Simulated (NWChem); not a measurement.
# One shape, several levels: doublet AgBr+

We compute a comparison of 6 runs (UHF/def2-TZVPPD, U-r2SCAN/def2-TZVPPD, UBLYP/def2-TZVPPD, UM06-L/def2-TZVPPD, USVWN5/def2-TZVPPD, UTPSS/def2-TZVPPD) of doublet AgBr+. 

The calculation is run with NWChem 7.3.0.

2 further runs of the same task are left out: 2 set aside as unsound or not needed.

## Step 1: The system as given

The species is AgBr+ (2 atoms), meant as a doublet with charge +1. SMILES of the parent species: `[Br][Ag]`. The shape is that of a PBE0-D4/def2-TZVP optimisation. That shape belongs to the parent species and isn't relaxed for this state.

Bond lengths: Br1–Ag2 2.409 Å.

## Step 2: The energy at UHF/def2-TZVPPD (core potential) (run 1)

The input, struct.nw:

```
start struct
memory stack 880 mb heap 220 mb global 1100 mb
charge 1
geometry noautosym nocenter noautoz
 Br    1.040000   -0.393400    0.519100
 Ag   -1.010500    0.333200   -0.515000
end
basis spherical bse
 Br library def2-TZVPPD
 Ag library def2-TZVPPD
end
ecp bse
 Ag library def2-TZVPPD
end
scf
 doublet
 uhf
 thresh 1e-08
 maxiter 80
 noprint "final vectors analysis"
end
task scf
```

Command:

```sh
$ nwchem struct.nw > struct.out
```

The log of the run:

```text
[...]
  functions       =   113
[...]
  wavefunction    = UHF
[...]
         Total SCF energy =  -2718.285740570424
      One electron energy =  -4122.482565796447
      Two electron energy =   1258.100543190603
 Nuclear repulsion energy =    146.096282035420
                       Sz =      0.5000
                 Sz(Sz+1) =      0.7500
                      S^2 =      0.7595
[...]
```

Run time: 46 s. Hardware: 1 thread of AMD EPYC 9R45 (Zen 5), shared host; peak memory 0.12 GiB.

## Step 3: A single-point energy at U-r2SCAN/def2-TZVPPD (core potential) (run 2)

The input, test.xyz:

```xyz
2

Br     1.040000    -0.393400     0.519100
Ag    -1.010500     0.333200    -0.515000
```

The input, run.py:

```python
from ase.io import read
from ase.calculators.nwchem import NWChem

molecule = read('test.xyz')

calc = NWChem(
    label='test',
    theory='dft',
    memory='2200 mb',
    basis='def2-TZVPPD',
    basispar='spherical bse',
    charge=1,
    dft={'xc': 'r2scan', 'mult': '2', 'grid': 'fine', 'convergence': 'energy 1e-08', 'iterations': '100', 'mulliken': None},
    task='energy',
    **{'ecp bse': {'Ag library': 'def2-TZVPPD'}},
)
molecule.calc = calc

print(f"energy = {molecule.get_potential_energy():.6f} eV")
```

Command:

```sh
$ export ASE_NWCHEM_COMMAND="nwchem PREFIX.nwi > PREFIX.nwo"
$ python run.py
```

The log of the run:

```text
energy = -74038.527246 eV
```

The calculator wrote test.nwi:

```
title "test"

permanent_dir test

scratch_dir test

start test

geometry units angstrom nocenter noautosym noautoz
  Br 1.0400000000000000e+00 -3.9340000000000003e-01 5.1910000000000001e-01
  Ag -1.0105000000000000e+00 3.3320000000000000e-01 -5.1500000000000001e-01
end

charge 1

memory 2200 mb

basis spherical bse noprint
   * library def2-TZVPPD
end

dft
  xc r2scan
  mult 2
  grid fine
  convergence energy 1e-08
  iterations 100
  mulliken
end
ecp bse
  Ag library def2-TZVPPD
end

task dft energy
```

test.nwo:

```text
Northwest Computational Chemistry Package (NWChem) 7.3.0
             --------------------------------------------------------

           Job information
           ---------------

    nwchem branch   = 7.3.0
    use scalapack   = T
    input           = test.nwi
    prefix          = test.
    data base       = test/test.db
    status          = startup
    nproc           =        1

           Memory information
           ------------------

    heap     =     72089596 doubles =      550.0 Mbytes
    stack    =     72089601 doubles =      550.0 Mbytes
    global   =    144179200 doubles =     1100.0 Mbytes (distinct from heap & stack)
    total    =    288358397 doubles =     2200.0 Mbytes
    verify   = yes
    hardfail = no

           Directory information
           ---------------------

  0 permanent = test
  0 scratch   = test

                                NWChem Input Module
                                -------------------

                                       test
                                       ----

[... 21 lines left out ...]
            Nuclear Dipole moment (a.u.)
[... 42 lines left out ...]
  convergence criterion.
[... 16 lines left out ...]
          Convergence on density requested:  1.00D-05
[... 19 lines left out ...]
          Spatial weights used:  Erf1
[... 3 lines left out ...]
          Convergence aids based upon iterative change in
[... 78 lines left out ...]
         Total DFT energy =    -2720.865713341240
[... 1 line left out ...]
           Coulomb energy =     1359.382090917975
[... 1 line left out ...]
 Nuclear repulsion energy =      146.096282035420
[... 822 lines left out ...]
                     DFT Final Beta Molecular Orbital Analysis
[... 900 lines left out ...]
   alpha    101    102    103    104    105    106    107    108    109    110
    beta    101    103    102    104    105    106    107    109    108    110
 overlap   1.000  0.975  0.979  0.995  0.863  0.995  0.863  0.956  0.957  0.997

   alpha    111    112    113
    beta    111    112    113
 overlap   1.000  1.000  1.000

     --------------------------
     Expectation value of S2:
     --------------------------
      <S2> =      0.7549 (Exact =     0.7500)

 center of mass
 --------------
 x =  -0.25201291 y =   0.04229771 z =  -0.13727724

 moments of inertia (a.u.)
 ------------------
         260.852352429152         243.310366897219        -346.280278569246
         243.310366897219         861.268200623919         122.705315975818
        -346.280278569246         122.705315975818         772.851168933630

     Multipole analysis of the density
     ---------------------------------

     L   x y z        total         alpha         beta         nuclear
     -   - - -        -----         -----         ----         -------
     0   0 0 0      1.000000    -27.000000    -26.000000     54.000000

     1   1 0 0     -1.033337    -17.559856    -15.977712     32.504232
[... 8 lines of this table left out ...]
     2   0 0 2    -22.774106    -38.343895    -36.105452     51.675241

 Task  times  cpu:      112.5s     wall:      112.5s
 Total times  cpu:      112.5s     wall:      112.5s
```

Wall time 1.9 min (1 thread of AMD EPYC 9R45 (Zen 5), shared host); peak memory 0.14 GiB.

Runs 3 to 5 aren't shown in full; the table further down has their settings and results.

## Step 4: A single-point energy at UTPSS/def2-TZVPPD (core potential) (run 6)

The input, sp.nw:

```
start sp
title "AgBr"
memory total 2200 mb
charge 1

geometry noautosym nocenter noautoz
   Br       1.040000      -0.393400       0.519100
   Ag      -1.010500       0.333200      -0.515000
end

basis "ao basis" spherical bse
   * library def2-TZVPPD
end

ecp bse
   Ag library def2-TZVPPD
end

dft
   xc xtpss03 ctpss03
   mult 2
   grid fine
   convergence energy 1e-08
   iterations 100
   mulliken
   print medium
end

task dft energy
```

Command:

```sh
$ nwchem sp.nw > sp.out
```

The log of the run:

```text
[...]
          Wavefunction type:  spin polarized.
          No. of atoms     :     2
          No. of electrons :    53
[...]
          Charge           :     1
          Spin multiplicity:     2
[...]
          AO basis - number of functions:   113
[...]
              XC Information
              --------------
                  TPSS metaGGA Exchange Functional  1.000
             TPSS03 metaGGA Correlation Functional  1.000
[...]
 d= 0,ls=0.0,diis     1  -2720.3107981427 -2.87D+03  9.82D-03  2.62D+00     3.8
[...]
 d= 0,ls=0.5,diis    44  -2720.6860685163 -8.34D-09  3.21D-08  2.35D-08   123.2
[...]
         Total DFT energy =    -2720.686068522698
      One electron energy =    -4120.232288626843
           Coulomb energy =     1358.486251128994
    Exchange-Corr. energy =     -105.036313060270
 Nuclear repulsion energy =      146.096282035420
[...]
      Total Density - Mulliken Population Analysis
     ---------------------------------------------
    Atom       Charge   Shell Charges
 -----------   ------   -------------------------------------------------------
    1 Br  35    34.58   2.00  2.01  1.16  0.77  1.11  0.97 -0.07  6.00  5.92  1.28  2.63  0.80 -0.02  8.94  1.02  0.04  0.04 -0.01  0.01
    2 Ag  19    18.42   0.03 -0.41  1.65  0.73  0.39  0.03  5.26  0.73  0.15  0.01  5.77  3.22  0.84  0.00  0.00  0.00
[...]
      <S2> =      0.7530 (Exact =     0.7500)
[...]
```

It took 2.1 min on 1 thread of AMD EPYC 9R45 (Zen 5), shared host; peak memory 0.14 GiB.

## Step 5: Overview of the runs

| run | level | iteration cap | module | energy (Eh) | ⟨S²⟩ | wall time |
| --- | --- | --- | --- | --- | --- | --- |
| 1 | UHF/def2-TZVPPD (core potential) | 80 | scf | -2718.285741 | 0.759 | 46 s |
| 2 | U-r2SCAN/def2-TZVPPD (core potential) | 100 | dft | -2720.865713 | 0.755 | 1.9 min |
| 3 | UBLYP/def2-TZVPPD (core potential) | 100 | dft | -2720.830554 | 0.752 | 2 min |
| 4 | UM06-L/def2-TZVPPD (core potential) | 100 | dft | -2720.855874 | 0.755 | 2.1 min |
| 5 | USVWN5/def2-TZVPPD (core potential) | 100 | dft | -2717.021059 | 0.752 | 91 s |
| 6 | UTPSS/def2-TZVPPD (core potential) | 100 | dft | -2720.686069 | 0.753 | 2.1 min |

## Step 6: What came out

| quantity | value |
| --- | --- |
| run 6: total energy | -2720.68607 Eh |
| run 6: HOMO energy (highest over α and β) | -13.31 eV |
| run 6: LUMO energy (lowest over α and β) | -12.98 eV |
| run 6: ⟨S²⟩ | 0.753 |

Totals of different functionals can't be ranked against each other. All runs together took 10 min, the longest 2.1 min.
